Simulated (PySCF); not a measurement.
**[PrH2]+: other functionals and bases at one geometry**

The task here is to estimate one member of a computed series from the others.

Program: PySCF 2.14.0. Level of theory: several levels, as the steps say, no spin–orbit coupling. These are calculated values, not measurements.

1 further run of the same task is left out (for a known fault of the program).

## The system as given

3 atoms, charge 1, spin multiplicity 1.

Bond lengths: Pr1–H2 1.987 Å, Pr1–H3 1.987 Å. Angles: H2–Pr1–H3 108.7°.

As a file:

```xyz
3
H2Pr
Pr    0.0000    0.0000   -0.1656
H     1.6151    0.0000    0.9924
H    -1.6151    0.0000    0.9924
```

Formal oxidation states: Pr +3. Each metal's 2 4f electrons lie in its core potential, so multiplicities, spins and levels count the valence alone. An earlier session relaxed this geometry at PBE0, Pr lcecp-1-SVP with ECP48, H def2-SVP (singlet, point group C2v).

At PBE0 on the finer grid: E = -33.745670 Eh, HOMO -12.45 eV, LUMO -7.45 eV, Mulliken charge on Pr1 +1.25 e, largest force component 0.004 eV/Å. 

Levels to run: TPSS; revPBE; PBE0, TZVP. Hardware: 2 threads of Arm Neoverse V1, shared host.

The first run:

run.py (the lines that set the calculation) reads:

```python
mol = gto.M(atom='''
Pr     0.00000     0.00000    -0.16557
H      1.61510     0.00000     0.99243
H     -1.61510     0.00000     0.99243''',
    basis={'Pr': 'lcecp-1-SVP', 'H': 'def2-SVP'},
    ecp={'Pr': 'lcecp-1-SVP'},
    charge=1, spin=0)
mf = dft.RKS(mol, xc='TPSS')
mf.grids.atom_grid = (75, 302)  # f atoms: unpruned, at least (60, 302)
mf = mf.density_fit()  # fitting sets: Pr AutoAux, H def2-universal-JKFIT
mf.conv_tol = 1e-08; mf.max_cycle = 55
mf.kernel(dm0)  # dm0: the density of the relaxed state
```

On the command line:

```
$ OMP_NUM_THREADS=2 python run.py
```

Among the steps run: TPSS; revPBE; PBE0, TZVP.

One of the session's tables, all rows but one given; the rest of the session is left out.

```
              level  HOMO (eV)  gap (eV)  charge on Pr1 (e)  dipole (D)  largest force component (eV/Å)
PBE0 (relaxed here)     -12.45      5.00               1.25        4.25                            0.00
               TPSS          ?         ?                  ?           ?                               ?
             revPBE     -11.30      3.02               1.18        3.94                            0.17
         PBE0, TZVP     -12.43      5.01               1.32        4.33                            0.04
```

Estimate the missing values for TPSS.

As computed: HOMO (eV): -11.45; gap (eV): 3.35; charge on Pr1 (e): 1.29; dipole (D): 4.20; largest force component (eV/Å): 0.13. In the column «HOMO (eV)» it lies between PBE0, TZVP (-12.43) and revPBE (-11.30).

The dipole of a charged species depends on the origin, so these sizes hold for this origin alone.

In one basis the HOMO–LUMO gap runs from 3.02 eV (revPBE) to 5.00 eV (PBE0). The largest leftover force, 0.17 eV/Å with revPBE, stands at a geometry relaxed at another level. With 4f in the core, its levels are missing from HOMO and gap, and its count is fixed, so no charge can pass from the ligands into it. Total energies of different levels can't be compared.
